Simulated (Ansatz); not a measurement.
The system is Ti3C2.

```
Ti C
1.0
     3.06660    0.00000    0.00000
    -1.53330    2.65576    0.00000
     0.00000    0.00000   15.11715
Ti C
6 4
Direct
  0.00000 0.00000 0.50000
  0.00000 0.00000 0.00000
  0.33333 0.66667 0.65612
  0.66667 0.33333 0.15612
  0.66667 0.33333 0.34388
  0.33333 0.66667 0.84388
  0.33333 0.66667 0.08590
  0.66667 0.33333 0.58590
  0.33333 0.66667 0.41410
  0.66667 0.33333 0.91410
```

The cell comes from a database or a generator and needn't be the stable form of this composition.

Base run:

| Property | Result |
| --- | --- |
| Program | Ansatz 0.2.0 |
| Functional | PBEsol |
| Potentials or basis | Ansatz PAW |
| Cutoff | 420 eV (not typed: the program's choice for these potentials) |
| k mesh | 10 × 10 × 2 |
| Occupations | fermi-dirac, width 0.05 eV |
| Spin | no spin polarisation |
| Hubbard terms | Ti d U = 6 eV |

Its results: band gap on the k mesh none (metal or under the smearing width); pressure 3.3 GPa; largest force 0.067 eV/Å.

Problem. After a change of settings the same cell gave: band gap on the k mesh none (metal or under the smearing width); pressure -2.5 GPa; largest force 0.244 eV/Å. Which change was it?
A. hubbard terms from Ti d U = 6 eV to Ti d U = 3 eV
B. hubbard terms from Ti d U = 6 eV to Ti d U = 2 eV
C. hubbard terms from Ti d U = 6 eV to none; hubbard projectors from ortho-atomic (the default) to none

Solution. B.

Caveats: U without spin polarisation on a metal has little footing; the PAW data sets come from PBE, with cores solved anew for the run's functional, which leaves a small shift of forces and pressure; the U is typed as a test and isn't derived for this compound; the density of states is complete only up to the lowest level of the last band computed.
